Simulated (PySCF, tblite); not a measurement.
# C₃H₈BSi radical: geometry, infrared bands and EPR parameters

What infrared bands and EPR parameters should C₃H₈BSi radical (`B[C]1C[SiH2]C1`) show?

Computed with tblite 0.8.0 and PySCF 2.14.0, with density-fitted response routines of our own, on a single molecule in the gas phase. Atoms are numbered from 0 throughout.

## 1. The starting structure

13 atoms, charge 0, multiplicity 2; geometry from: force field or distance geometry start.

Bonds of the start (Å): B0–C1 1.59, C1–C2 1.51, C2–Si3 1.84, Si3–C4 1.84, C4–C1 1.52, B0–H5 1.18, B0–H6 1.16, C2–H7 1.10, C2–H8 1.11, Si3–H9 1.45, Si3–H10 1.47, C4–H11 1.11, C4–H12 1.11.

## 2. Geometry optimisation with GFN2-xTB

The job: settings as JSON, then the geometry in Å.

```
{"job": {"kind": "relax", "xc": "GFN2-xTB", "basis": "xTB"}, "charge": 0, "multiplicity": 2}
B      1.891800    -0.189800     0.328900
C      0.725000     0.031000    -0.732300
C     -0.136000     1.161900    -0.233600
Si    -1.438100     0.033100     0.424300
C     -0.390400    -0.999700    -0.677700
H      2.403100     0.748500     0.839200
H      2.171700    -1.257900     0.686600
H     -0.476800     1.798600    -1.064100
H      0.351800     1.763100     0.561200
H     -2.758800     0.414700    -0.043300
H     -1.330400    -0.349900     1.837700
H     -0.099300    -2.001600    -0.297000
H     -0.917900    -1.151600    -1.647700
```

Run with:

```sh
$ OMP_NUM_THREADS=1 python probes_run.py task.json out
```

This one command runs all jobs of the session in turn.

The program printed:

```text
step      E/eV     max force
  0    -362.62520    3.548
  1    -362.97095    2.638
  2    -363.15310    1.585
  3    -363.30825    0.891
  4    -363.38969    0.802
  5    -363.44947    0.590
  6    -363.49390    0.557
  7    -363.53261    0.440
  8    -363.55762    0.441
  9    -363.57774    0.359
 10    -363.60037    0.462
 11    -363.62383    0.567
 12    -363.64485    0.485
 13    -363.66336    0.376
 14    -363.68148    0.365
 15    -363.69648    0.340
 16    -363.70357    0.203
 17    -363.70641    0.110
 18    -363.70924    0.151
 19    -363.71196    0.140
 20    -363.71391    0.109
 21    -363.71486    0.079
 22    -363.71558    0.094
 23    -363.71669    0.109
 24    -363.71853    0.153
 25    -363.72101    0.186
 26    -363.72343    0.158
 27    -363.72542    0.131
 28    -363.72728    0.159
 29    -363.72955    0.144
 30    -363.73211    0.137
 31    -363.73427    0.118
 32    -363.73597    0.118
 33    -363.73788    0.149
 34    -363.74051    0.149
 35    -363.74343    0.136
 36    -363.74579    0.112
 37    -363.74715    0.085
 38    -363.74805    0.094
 39    -363.74926    0.101
 40    -363.75072    0.099
 41    -363.75220    0.113
 42    -363.75342    0.081
 43    -363.75435    0.068
 44    -363.75512    0.064
 45    -363.75579    0.055
 46    -363.75636    0.069
 47    -363.75690    0.081
 48    -363.75754    0.081
 49    -363.75851    0.074
 50    -363.75906    0.069
 51    -363.75935    0.036
 52    -363.75945    0.021
 53    -363.75950    0.017
 54    -363.75956    0.020
 55    -363.75963    0.025
 56    -363.75972    0.034
 57    -363.75983    0.027
 58    -363.75994    0.024
 59    -363.76003    0.023
 60    -363.76011    0.023
 61    -363.76019    0.023
 62    -363.76025    0.017
 63    -363.76031    0.018
 64    -363.76037    0.020
 65    -363.76044    0.022
 66    -363.76051    0.017
 67    -363.76054    0.012
 68    -363.76056    0.011
 69    -363.76058    0.013
 70    -363.76061    0.016
 71    -363.76066    0.018
 72    -363.76070    0.015
 73    -363.76073    0.013
 74    -363.76075    0.013
 75    -363.76079    0.014
 76    -363.76083    0.018
 77    -363.76087    0.015
 78    -363.76090    0.014
 79    -363.76093    0.013
 80    -363.76096    0.013
 81    -363.76100    0.014
 82    -363.76102    0.008
```

Wall time 0.34 s (1 thread of Arm Neoverse V2, shared host).

Step by step: (not every step is listed)

```csv
step,energy from step 0 (eV),largest force (eV/Å)
0,0.0000,3.5483
1,-0.3458,2.6382
2,-0.5279,1.5848
3,-0.6830,0.8914
4,-0.7645,0.8016
5,-0.8243,0.5902
6,-0.8687,0.5565
7,-0.9074,0.4403
8,-0.9324,0.4414
14,-1.0563,0.3652
20,-1.0887,0.1095
26,-1.0982,0.1582
32,-1.1108,0.1183
38,-1.1228,0.0943
44,-1.1299,0.0635
50,-1.1339,0.0685
56,-1.1345,0.0338
62,-1.1350,0.0168
68,-1.1354,0.0111
74,-1.1355,0.0128
77,-1.1357,0.0153
78,-1.1357,0.0141
79,-1.1357,0.0135
80,-1.1358,0.0132
81,-1.1358,0.0140
82,-1.1358,0.0085
```

Close pairs (by a distance rule), those that changed most:

```csv
bond,before (Å),after (Å),change (Å)
B0–C1,1.593,1.501,-0.092
Si3–C4,1.838,1.917,+0.079
C2–Si3,1.845,1.918,+0.073
C4–H11,1.111,1.088,-0.023
C4–H12,1.115,1.092,-0.022
C2–H8,1.110,1.088,-0.021
C1–C4,1.520,1.499,-0.021
B0–H6,1.161,1.174,+0.014
```

The end geometry stands in the next job.

## 3. Vibrational analysis with GFN2-xTB

The job: settings as JSON, then the geometry in Å.

```
{"job": {"kind": "ir", "xc": "GFN2-xTB", "basis": "xTB"}, "charge": 0, "multiplicity": 2}
B      2.083644    -0.239412     0.176335
C      0.631497    -0.035068    -0.142515
C     -0.186761     1.214335    -0.016972
Si    -1.702831     0.098956     0.351754
C     -0.412120    -1.062037    -0.461797
H      2.752122     0.676224     0.483143
H      2.561208    -1.308478     0.085500
H     -0.299158     1.725520    -0.975998
H      0.203266     1.941607     0.692232
H     -2.955482     0.358378    -0.357014
H     -1.902986    -0.161165     1.774196
H     -0.193137    -2.060371    -0.089497
H     -0.583651    -1.148002    -1.537096
```

The program printed:

```text
mode    cm-1     km/mol
  1      77.9      0.69
  2     209.4      0.04
  3     280.9      0.06
  4     329.7      3.11
  5     432.7     17.69
  6     435.7      1.83
  7     472.9     27.77
  8     600.2    143.12
  9     614.8      3.49
 10     682.6     33.58
 11     733.8     35.06
 12     751.6    226.36
 13     775.6    256.59
 14     789.3     23.05
 15     823.9     39.17
 16     866.7     17.58
 17     938.4      2.71
 18    1015.9     20.94
 19    1110.1      7.86
 20    1111.7     14.61
 21    1162.7     25.71
 22    1187.8     83.98
 23    1395.4     12.44
 24    1430.5     11.08
 25    1444.3      0.65
 26    2262.4    400.87
 27    2293.3    296.10
 28    2591.0    193.72
 29    2611.2    189.32
 30    2927.9      4.55
 31    2933.6     52.73
 32    3001.6     34.58
 33    3006.1     14.96
```

Wall time 0.26 s (1 thread of Arm Neoverse V2, shared host).

The strongest bands and the atoms that carry them (share of the mass-weighted mode):

```csv
cm⁻¹,km/mol,atoms
600,143.1,"H10 53 %, H9 37 %"
752,226.4,"H10 33 %, H9 13 %"
776,256.6,"H9 28 %, H10 15 %"
1188,84.0,"H5 35 %, H6 35 %"
2262,400.9,H9 96 %
2293,296.1,H10 96 %
2591,193.7,"H5 49 %, H6 46 %"
2611,189.3,"H6 46 %, H5 43 %, B0 11 %"
```

## 4. g tensor and hyperfine couplings: B3LYP/pcH-1

Settings changed since step 3:

```diff
@@ -1,2 +1,2 @@
-{"job": {"kind": "ir", "xc": "GFN2-xTB", "basis": "xTB"}, "charge": 0, "multiplicity": 2}
+{"job": {"kind": "epr", "basis": "pcH-1"}, "charge": 0, "multiplicity": 2}
 B      2.083644    -0.239412     0.176335
```

Level: UKS B3LYP, pcH-1 on B C H Si, non-relativistic, mean-field spin-orbit, GIAO.

The program printed:

```text
UKS, coarse grid
  cycle   1  E = -433.36626273  |g| = 3.18e-01
  cycle   2  E = -433.34191281  |g| = 3.80e-01
  cycle   3  E = -433.42043405  |g| = 6.04e-02
  cycle   4  E = -433.42225035  |g| = 2.34e-02
  cycle   5  E = -433.42257204  |g| = 5.44e-03
  cycle   6  E = -433.42258920  |g| = 2.46e-03
  cycle   7  E = -433.42259451  |g| = 7.88e-04
UKS, final grid
  cycle   1  E = -433.42262929  |g| = 8.73e-04
  cycle   2  E = -433.42262895  |g| = 1.25e-03
  cycle   3  E = -433.42262978  |g| = 9.90e-05
  cycle   4  E = -433.42262979  |g| = 7.68e-05
  cycle   5  E = -433.42262979  |g| = 2.15e-05
E = -433.42262979 Eh   <S^2> = 0.7526 (exact 0.7500)
g shifts (ppm)      1          2          3
  rmc          -116       -116       -116
  gc              7         15         17
  oz_so        -706        314        764
  total        -815        213        665
hyperfine (MHz)  atom isotope    a_iso     a_fc   dipolar eigenvalues
    0   11B      -3.96      -3.93    -16.83    -10.81     27.63
    1   13C      39.95      39.99    -53.37    -52.90    106.26
    2   13C     -20.06     -20.07     -3.17     -0.46      3.63
    3  29Si     -82.36     -82.39     -5.37      2.00      3.37
    4   13C     -19.94     -19.96     -3.15     -0.44      3.60
    5    1H     -15.70     -15.70     -9.21     -2.22     11.43
    6    1H     -15.65     -15.64     -9.22     -2.21     11.43
    7    1H     115.89     115.89     -4.55     -3.31      7.85
    8    1H      29.17      29.16     -4.35     -1.99      6.34
    9    1H      16.09      16.09     -1.30     -1.14      2.44
   10    1H       6.30       6.30     -1.97     -1.64      3.62
   11    1H      29.24      29.24     -4.35     -2.00      6.36
   12    1H     116.08     116.08     -4.54     -3.29      7.83
```

It took 42 s on 1 thread of Arm Neoverse V2, shared host; peak memory 0.76 GiB.

Principal g values 2.00150, 2.00253, 2.00298; g(iso) = 2.00234, against 2.00232 for a free electron.

Mean a(iso) over the nuclei that a row names, and the largest dipolar term of the row (other rows stand at the frozen geometry):

```csv
nuclei,isotope,a(iso) (MHz),"a(iso) (G, at g = 2.0023)",largest dipolar term (MHz)
Si3,29Si,-82.4,-29.4,-5.4
"H7, H8, H11, H12",1H,72.6,25.9,7.9
C1,13C,40.0,14.3,106.3
"C2, C4",13C,-20.0,-7.1,3.6
"H5, H6",1H,-15.7,-5.6,11.4
"H9, H10",1H,11.2,4.0,3.6
B0,11B,-4.0,-1.4,27.6
```

Mulliken spin populations:

B0 0.27; C1 0.70; C2 -0.05; Si3 0.02; C4 -0.05; H5 -0.02; H6 -0.02; H7 0.05; H8 0.01; H9 0.01; H10 0.01; H11 0.01; H12 0.05

In first order the couplings over 0.8 MHz of 1H, 11B give 180 distinct lines over 127.0 G, if the averaged nuclei exchange fast; the same motion can average rows kept apart here too.

The fields below are evaluated on a grid from the run's orbitals.

ELF in a plane through or near 6 of the atoms.

Ten even steps from ' ' (0.00) to '@' (1.00):
```
                                                        
                                                        
                                                        
                        ==##**::                        
            ....      ::@@@@@@##..                      
        ..##@@@@**    ::@@@@@@%%--..                    
      ..**@@@@@@@@--    ##@@@@##++==--..                
      --%%@@@@@@@@**..  --**::**@@@@**----++++--..      
      ..==@@@@@@@@++++++**%%**%%@@++..--%%@@@@%%==      
        ..==####--..@@%%--**++++::--**..@@@@@@@@##..    
        ..==####::..%%%%--**++++::::**..@@@@@@@@##..    
      ..++@@@@@@@@++++++**%%**%%@@**::--%%@@@@##==      
      --%%@@@@@@@@**..  --**::**@@@@**----++++--..      
      ..**@@@@@@@@::    ##@@@@##++==--..                
        ..##@@@@**    ::@@@@@@%%--..                    
            ....      ::@@@@@@##..                      
                        ==##**::                        
                                                        
                                                        
                                                        
```
The map spans 11.2 Å across and 9.3 Å up, centred on the molecule. Atoms in the plane (x, y in Å): B0 (-2.1, 0.0), Si3 (1.7, 0.0), H5 (-2.7, 1.0), H6 (-2.7, -1.0), H8 (0.0, 2.0), H11 (0.0, -2.0).

On the surface of density 0.002 e/bohr³ the electrostatic potential runs, from the 1st to the 99th percentile, from -0.73 to 1.31 V.

The spin density lies nearest to C1 51 %; B0 22 %.

## 5. Summary of results

| quantity | value |
| --- | --- |
| strongest single infrared mode (GFN2-xTB) | 2262 cm⁻¹, 401 km/mol |
| zero-point energy (GFN2-xTB) | 59.0 kcal/mol |
| g(iso) (B3LYP) | 2.00234 |
| ⟨S²⟩ | 0.753 (exact 0.75) |
| largest a(iso) (averaged by class) | 29Si on Si3, -82.4 MHz |
| potential on the surface of density 0.002 e/bohr³, 1st and 99th percentile | -0.73 V and 1.31 V |

The optimisation took 82 steps and gained 1.136 eV; among the close pairs (by a distance rule), B0–C1 changed most, from 1.593 to 1.501 Å. No mode is imaginary among the 33: a minimum at this level. The strongest single mode, at 2262 cm⁻¹, moves mainly H9. GFN2-xTB is a fitted tight-binding method: band positions and strengths are rough. Its intensities can rank the bands wrongly. The largest share of the spin, 0.70 e, sits on C1. The isotropic g lies 0.0 ppt above the free-electron value. The conformer search found further structures of the same energy, which may be mirror or relabelled copies of this one.
